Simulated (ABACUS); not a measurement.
**HPbNO4 in ABACUS: the effect of functional**

The system is HPbNO4.

```
H Pb N O
1.0
     4.30362   -0.00040    0.00640
    -2.09779    5.24224   -0.04939
    -2.13784   -1.87810    4.94746
H Pb N O
1 1 1 4
Direct
  0.99073 0.03330 0.90994
  0.50274 0.81989 0.14287
  0.00838 0.47408 0.50265
  0.99816 0.92741 0.02877
  0.19467 0.73435 0.60852
  0.81673 0.35882 0.24556
  0.01381 0.33121 0.65217
```

The cell was built by a generator and needn't be a form met in nature.

The cell isn't the ideal one: volume scaled by 1.02.

Alike in all runs:

| Quantity | Value |
| --- | --- |
| Program | ABACUS 3.10.1 |
| Task | equation of state |
| Potentials or basis | SG15 ONCV 1.2 PBE |
| Cutoff | 1361 eV |
| Density cutoff | 5442 eV |
| Basis | DZP LCAO (the cutoffs set its grid) |
| k mesh | 6 × 4 × 4 |
| Occupations | fermi-dirac, width 0.05 eV |
| Spin | no spin polarisation |

```csv
functional,gap on the mesh (eV),pressure (GPa),largest force (eV/Å)
LDA,2.78,-1.3,1.38
PBEsol,2.80,0.3,1.05
WC,?,?,?
BLYP,2.77,4.4,1.64
r2SCAN,3.22,-0.8,0.66
```

**Question.** What does the run with functional WC give?

**Answer.** gap on the mesh 2.80 eV; pressure 0.4 GPa; largest force 0.97 eV/Å.

Caveats: the atomic orbitals were generated for these runs and aren't a published set; the potentials were made for another functional, which shifts forces and pressure; spin-orbit coupling is left out, which as a rule narrows the gap of such compounds by several tenths of an eV; the basis of atomic orbitals isn't converged, which shifts pressures, moduli and gaps.

A k mesh can miss the band edges.

Runs at the PBE level aren't shown here.
